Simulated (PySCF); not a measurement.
# The bond of AlGa, level by level

An exercise on one series of results from a longer session: the logs are not shown, and one member is left open.

The runs use PySCF 2.14.0; Al def2-SVP, Ga def2-SVP, no relativity.

Set-up of the first run:

A driver script around PySCF takes these settings:

| Quantity | Value |
| --- | --- |
| atoms | Al, Ga |
| charge | 0 |
| basis | Al def2-SVP, Ga def2-SVP |
| Hamiltonian | no relativity |
| basis functions | 50 |
| electrons treated | 44 |
| masses in u | 26.9815, 68.9256 |
| levels | PBE0, PBE, r²SCAN, r²SCAN0, TPSS, B97-3, HSE06, HF, MP2, SCS-MP2, CCSD, CCSD(T) |
| grid | 80 radial by 434 angular points |
| occupations | held fixed by the projection of orbital angular momentum |
| dissociation limit | Al + Ga, each in its ground configuration |
| starting distance in angstrom | 2.400 |
| values of 2S to try | 0, 2 |

Command:

```
$ OMP_NUM_THREADS=1 python dia.py task.json out
```

Steps of the session up to this table: Input; PBE0 along the bond; Excited determinants; PBE; r²SCAN (meta-GGA); r²SCAN0; TPSS (meta-GGA); B97-3 (global hybrid GGA); HSE06 (range-separated hybrid); UHF; MP2 and coupled cluster.

One table of the session follows, with a row left open; its other results are not shown here.

Energy (eV) from each level's lowest point:

| R (Å) | UHF | UHF-MP2 | UHF-SCS-MP2 | UHF-CCSD | UHF-CCSD(T) |
| --- | --- | --- | --- | --- | --- |
| 2.331 | 0.498 | 0.383 | 0.390 | n/a | n/a |
| 2.439 | 0.234 | 0.155 | 0.159 | 0.175 | 0.172 |
| 2.547 | 0.082 | 0.037 | 0.039 | 0.050 | 0.048 |
| 2.629 | 0.023 | 0.002 | 0.002 | 0.008 | 0.007 |
| 2.710 | 0.000 | 0.000 | 0.000 | 0.000 | 0.000 |
| 2.791 | 0.004 | 0.024 | 0.024 | 0.018 | 0.018 |
| 2.900 | 0.041 | 0.085 | 0.086 | 0.070 | 0.070 |
| 3.035 | ? | ? | ? | ? | ? |
| 3.198 | 0.255 | 0.348 | 0.356 | 0.303 | 0.299 |
| 3.415 | 0.457 | 0.566 | 0.584 | n/a | n/a |

Estimate the missing values for R (Å) = 3.035.

Worked estimate for «UHF». A straight line through the neighbours (2.900, 0.041) and (3.198, 0.255) gives 0.041 + (0.255 − 0.041) × (3.035 − 2.900) / (3.198 − 2.900) = 0.138; a parabola fitted to 4 rows on both sides gives 0.128.

As computed: UHF: 0.124; UHF-MP2: 0.192; UHF-SCS-MP2: 0.196; UHF-CCSD: 0.165; UHF-CCSD(T): 0.165. In «UHF» the line misses by +0.014 and the parabola by +0.004.

Limits of these values: Lowest PBE0 solution found, without spin–orbit coupling: ³Π (triplet), unpaired electrons σ ↑, π ↑. Warnings in the runs' records: inverted.
